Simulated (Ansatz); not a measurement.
**BrCl₂HOSn: up Jacob's ladder to CCSD(T)**

How much do the methods differ for BrCl₂HOSn? The plan is to run it at one geometry with functionals of several rungs and with coupled cluster, and see how far each lands from CCSD(T) at the basis-set limit for the atomisation energy.

Program: Ansatz 0.2.0, Gaussian basis. Level of theory: functionals in def2-TZVPP, the program's frozen cores in correlated methods. These are calculated values, not measurements.

Levels to be run: LDA (SPW92), PBE-D4, revPBE-D4, BLYP-D4, r2SCAN-D4, B97M-V, PBE0-D4, B3LYP-D4, r2SCANh-D4, r2SCAN0-D4, HSE06-D4, BHLYP-D4, CAM-B3LYP-D4, LC-ωPBE, ωB97X-V, ωB97M-V, B2PLYP, PBE-QIDH; CCSD(T)/def2-SVP; CCSD(T)/def2-TZVPP; MP2/def2-QZVPP; extrapolation to the limit; RPA on PBE.

### 1 The geometry

All runs share one geometry, relaxed beforehand with PBE0-D4 in a triple-zeta def2 set. Sn takes the def2 core potential; no spin-orbit term is included.

SMILES `[OH][Sn]([Cl])([Cl])[Br]`, 6 atoms, charge 0, spin multiplicity 1.

Atoms are counted from 1 here; the program's logs count them from 0.

Bond lengths: O1–Sn2 1.934 Å, O1–H6 0.962 Å, Sn2–Cl3 2.284 Å, Sn2–Cl4 2.299 Å, Sn2–Br5 2.444 Å. Angles: Sn2–O1–H6 113.1°, O1–Sn2–Cl3 105.8°, O1–Sn2–Cl4 110.1°, O1–Sn2–Br5 111.2°, Cl3–Sn2–Cl4 109.9°, Cl3–Sn2–Br5 111.2°, Cl4–Sn2–Br5 108.8°.

### 2 LDA

This LDA is Slater exchange with PW92 correlation.

in.yaml

```yaml
crystal:
  periodic: [false, false, false]
  atoms:
    - {symbol: O, position_ang: [-0.647668, 0.384805, 1.414758]}
    - {symbol: Sn, position_ang: [0.247408, -0.195237, -0.198234]}
    - {symbol: Cl, position_ang: [2.012207, -1.468710, 0.494556]}
    - {symbol: Cl, position_ang: [-1.178187, -1.466444, -1.477476]}
    - {symbol: Br, position_ang: [1.002928, 1.714496, -1.523250]}
    - {symbol: H, position_ang: [-1.394488, 0.967091, 1.243546]}
basis:
  gaussian: {orbitals: def2-TZVPP}
hamiltonian: {xc: lda}
output: {orbitals: {seedname: orbitals}}
```

The runs that follow: PBE-D4 (GGA); revPBE-D4 (GGA); BLYP-D4 (GGA); r2SCAN-D4 (meta-GGA); B97M-V (meta-GGA); PBE0-D4 (hybrid); B3LYP-D4 (hybrid); r2SCANh-D4 (hybrid); r2SCAN0-D4 (hybrid); HSE06-D4 (hybrid); BHLYP-D4 (hybrid); CAM-B3LYP-D4 (range-separated); LC-ωPBE-D4 (range-separated); ωB97X-V (range-separated); ωB97M-V (range-separated); B2PLYP (double hybrid); PBE-QIDH (double hybrid); CCSD(T) in def2-SVP; CCSD(T) in def2-TZVPP; MP2 in def2-QZVPP; RPA on PBE orbitals.

Q: Predict the results of all the runs planned. Wanted: atomisation energy, CCSD(T)/CBS; farthest beyond LDA; mean size of error, GGA; mean size of error, meta-GGA; mean size of error, hybrid; mean size of error, range-separated; mean size of error, double hybrid; gap, smallest and largest; T1 diagnostic.

As calculated:

```
                               quantity                                      value
        atomisation energy, CCSD(T)/CBS                                  18.402 eV
    functionals within 0.184 eV (1.0 %)                             PBE-D4, B97M-V
                    farthest beyond LDA                       BHLYP-D4 (-1.510 eV)
                mean size of error, GGA                                   0.479 eV
           mean size of error, meta-GGA                                   0.114 eV
             mean size of error, hybrid                                   0.770 eV
    mean size of error, range-separated                                   0.557 eV
      mean size of error, double hybrid                                   0.743 eV
              gap, smallest and largest  3.85 eV (LDA (SPW92)), 11.26 eV (LC-ωPBE)
                          T1 diagnostic                                     0.0110
triples share of the correlation energy                                      3.7 %
```

The LDA atomisation energy is off by 2.876 eV (16 %): it overbinds. PBE-D4 is off by +0.047 eV. Double hybrids carry the basis error of their MP2 part in triple zeta, and no dispersion term here, so their miss is partly the set-up's. Taken by rung, meta-GGA functionals do best (0.114 eV on average) and hybrid ones worst beyond LDA (0.770 eV). The mean of the hybrids holds BHLYP, with half exact exchange. The reference freezes the cores and leaves out spin-orbit coupling and excitations past (T), and its outer-core shells are covered unevenly, so misses under about 0.184 eV can't be ranked. All levels share the lack of spin-orbit coupling, which lowers the free heavy atoms and so the true binding. Hartree-Fock recovers 64 % of the binding; the rest is correlation. CCSD(T) in def2-SVP is off by -2.346 eV, more than most functionals: a good method in a small basis is no reference. The gap grows from 3.8 to 11.3 eV across the functionals, mostly with the share of exact exchange. Correlated methods include outer-core shells of Br, Sn, which these sets cover unevenly.
